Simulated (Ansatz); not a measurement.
# C2H6FInO: the cost of one run

Program: Ansatz 0.2.0, Gaussian basis. Level of theory: the settings change from run to run. These are calculated values, not measurements.

## Step 1: The molecule

The geometry comes from an earlier relaxation with PBE0-D4 in a triple-zeta def2 set; it is a stationary point, not always the lowest conformer. In takes a core potential in def2 sets; no spin-orbit term is included.

SMILES `C[CH2][In]([OH])[F]`, 11 atoms, charge 0, spin multiplicity 1.

Atoms are counted from 1 here; the program's logs count them from 0.

Bond lengths: C1–C2 1.521 Å, C1–H6 1.092 Å, C1–H7 1.094 Å, C1–H8 1.092 Å, C2–In3 2.144 Å, C2–H9 1.092 Å, C2–H10 1.092 Å, In3–O4 1.977 Å, In3–F5 1.955 Å, O4–H11 0.960 Å. Angles: C2–C1–H6 112.1°, C2–C1–H7 110.7°, C2–C1–H8 112.1°, H6–C1–H7 107.1°, H6–C1–H8 107.4°, H7–C1–H8 107.1°, C1–C2–In3 115.3°, C1–C2–H9 111.8°, C1–C2–H10 111.8°, In3–C2–H9 105.4°, In3–C2–H10 105.4°, H9–C2–H10 106.5°, C2–In3–O4 134.9°, C2–In3–F5 119.1°, O4–In3–F5 106.0°, In3–O4–H11 113.5°.

## Step 2: MP2/def2-TZVPP

Set apart from the defaults: multiplicity 3, atoms shaken by 0.03 Å, correlated electrons set to outside_noble_gas.

Contents of in.yaml:

```yaml
crystal:
  periodic: [false, false, false]
  atoms:
    - {symbol: C, position_ang: [0.829465, 1.149357, 0.554729]}
    - {symbol: C, position_ang: [-0.564889, 0.781839, 0.292910]}
    - {symbol: In, position_ang: [-0.875812, -1.109879, -0.564418]}
    - {symbol: O, position_ang: [0.371046, -2.673379, -1.087923]}
    - {symbol: F, position_ang: [-2.633960, -1.762583, -0.994579]}
    - {symbol: H, position_ang: [1.556368, 1.160148, -0.346861]}
    - {symbol: H, position_ang: [0.934191, 2.173997, 1.025307]}
    - {symbol: H, position_ang: [1.350774, 0.459840, 1.277436]}
    - {symbol: H, position_ang: [-1.093606, 1.403699, -0.510230]}
    - {symbol: H, position_ang: [-1.144823, 0.756403, 1.210183]}
    - {symbol: H, position_ang: [1.358058, -2.485576, -0.947559]}
basis:
  gaussian: {orbitals: def2-TZVPP}
magnetization: {spin_polarized: true, initial_magnetization: 2}
hamiltonian: {xc: {name: HF}}
correlation: {method: mp2, electrons: outside_noble_gas}
output: {forces: true}
```

Run with:

```
> ansatz run in.yaml --threads 4 --pin off --events-out ev --progress --plain --max-ram 10444MiB
```

**Question.** How long does this run take on 4 threads of Arm Neoverse V2, shared host, and how much memory does it need?

About 81 s, with a peak of 1.2 GiB.
